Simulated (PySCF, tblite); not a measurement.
**C₆H₉N₂ radical: geometry, infrared bands and EPR parameters**

Wanted: the infrared bands and EPR parameters of C₆H₉N₂ radical (`[H]/N=C\[C@@]1(N)C[C@@H]2C[C]21`), by calculation.

Programs: tblite 0.8.0 and PySCF 2.14.0, with density-fitted response routines of our own. Each step states its level of theory. These are calculated values for one molecule in the gas phase, unless marked as measured. Atoms count from 0, in the outputs and in this text.

## (1) The molecule as given

17 atoms, charge 0, multiplicity 2; geometry from: force field or distance geometry start.

Bonds of the start (Å): H0–N1 1.04, N1–C2 1.28, C2–C3 1.57, C3–N4 1.48, C3–C5 1.54, C5–C6 1.48, C6–C7 1.48, C7–C8 1.44, C8–C3 1.46, C8–C6 1.46, C2–H9 1.11, N4–H10 1.03, N4–H11 1.02, C5–H12 1.10, C5–H13 1.10, C6–H14 1.09, C7–H15 1.08, C7–H16 1.09.

## (2) Relaxing the molecule with GFN2-xTB

Job settings and geometry (Å):

```
{"job": {"kind": "relax", "xc": "GFN2-xTB", "basis": "xTB"}, "charge": 0, "multiplicity": 2}
H      2.921300    -0.270700     0.201200
N      2.875400     0.768700     0.237700
C      1.641100     1.103100     0.185900
C      0.484100     0.057000     0.030500
N      0.986800    -1.261200    -0.409600
C     -0.486500    -0.148900     1.208000
C     -1.531800     0.425600     0.335300
C     -1.898500    -0.100600    -0.993100
C     -0.614100     0.532200    -0.800700
H      1.348800     2.172000     0.219400
H      1.401900    -1.206600    -1.349400
H      0.260400    -1.976300    -0.488500
H     -0.676900    -1.176900     1.544800
H     -0.252800     0.448300     2.099400
H     -1.935200     1.369400     0.703800
H     -1.909300    -1.173800    -1.147800
H     -2.621700     0.450500    -1.586800
```

Run with:

```console
$ OMP_NUM_THREADS=1 python probes_run.py task.json out
```

The driver reads the jobs from task.json and runs them one after another.

**Question.** This job is followed by: GFN2-xTB harmonic vibrations, gas phase; UKS B3LYP, pcH-1 on C H N, non-relativistic, mean-field spin-orbit, GIAO. Predict these results of the whole session: strongest single infrared mode (GFN2-xTB); zero-point energy (GFN2-xTB); g(iso) (B3LYP); ⟨S²⟩; largest a(iso) (averaged by class); potential on the surface of density 0.002 e/bohr³, 1st and 99th percentile.

**Answer**, as computed:

| quantity | value |
| --- | --- |
| strongest single infrared mode (GFN2-xTB) | 1729 cm⁻¹, 247 km/mol |
| zero-point energy (GFN2-xTB) | 87.0 kcal/mol |
| g(iso) (B3LYP) | 2.00288 |
| ⟨S²⟩ | 0.753 (exact 0.75) |
| largest a(iso) (averaged by class) | 13C on C8, 355.9 MHz |
| potential on the surface of density 0.002 e/bohr³, 1st and 99th percentile | -2.00 V and 1.66 V |

**Reading.** Over 78 steps the energy fell by 1.104 eV; of the close pairs, C3–C8 changed most, 1.457 to 1.534 Å. No mode is imaginary among the 45: a minimum at this level. The strongest single mode, at 1729 cm⁻¹, moves mainly C2 and N1. GFN2-xTB is a fitted tight-binding method: band positions and strengths are rough. Its intensities can rank the bands wrongly. Most of the unpaired spin sits on C8 (0.83 e). The isotropic g lies 0.6 ppt above the free-electron value. These values are for one conformer; the search (at its own cheap level) found 2 more, at 0.01, 0.25 kcal/mol (those within 0.05 may be mirror or relabelled copies), and measured spectra average over such forms.
